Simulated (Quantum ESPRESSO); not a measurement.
## HfMoC2 under changes of volume

One of the cells (11.421 Å³/atom); the others are scaled copies at fixed shape and fractional positions:

```
Hf Mo C
1.0
     3.19142    0.00000    0.00000
     0.00000    3.19142    0.00000
     0.00000    0.00000    4.48516
Hf Mo C
1 1 2
Cartesian
  0.0000 0.0000 0.0000
  1.5957 1.5957 2.2426
  1.5957 1.5957 0.0000
  0.0000 0.0000 2.2426
```

The cell comes from a database or a generator and needn't be the stable form of this composition.

| Item | Value |
| --- | --- |
| Program | Quantum ESPRESSO 7.5 |
| Functional | r2SCAN |
| Potentials or basis | SG15 PBE 1.2 |
| Cutoff | 1197 eV |
| Density cutoff | 4789 eV |
| k mesh | 4 × 4 × 3 |
| Occupations | fermi-dirac, width 0.05 eV |
| Spin | no spin polarisation |

```csv
volume (Å³/atom),energy over the lowest point (meV/atom),pressure (GPa)
10.735,9.23,10.1
10.964,0.00,3.1
11.192,0.11,-3.1
11.421,?,?
11.649,24.60,-13.6
11.877,47.33,-18.1
12.106,76.10,-22.1
```

**Question.** What does the run at 11.421 Å³/atom give?

**Answer.** Energy over the lowest point 8.60 meV/atom; pressure -8.6 GPa.

Worked out: A Birch-Murnaghan fit of order 3 (a polynomial in V^(-2/3)) to the other rows has its minimum at 11.07 Å³/atom with B0 = V·E''(V) = 301 GPa and B' = 4.4 at fixed shape and positions, which overstates the stiffness. It gives 8.64 meV/atom at 11.421 Å³/atom, against the run's 8.60, and -dE/dV = -8.7 GPa, against -8.6.

Energies are extrapolated to zero smearing.

Caveats: all runs use coarse meshes; the potentials were made for another functional, which shifts forces and pressure.
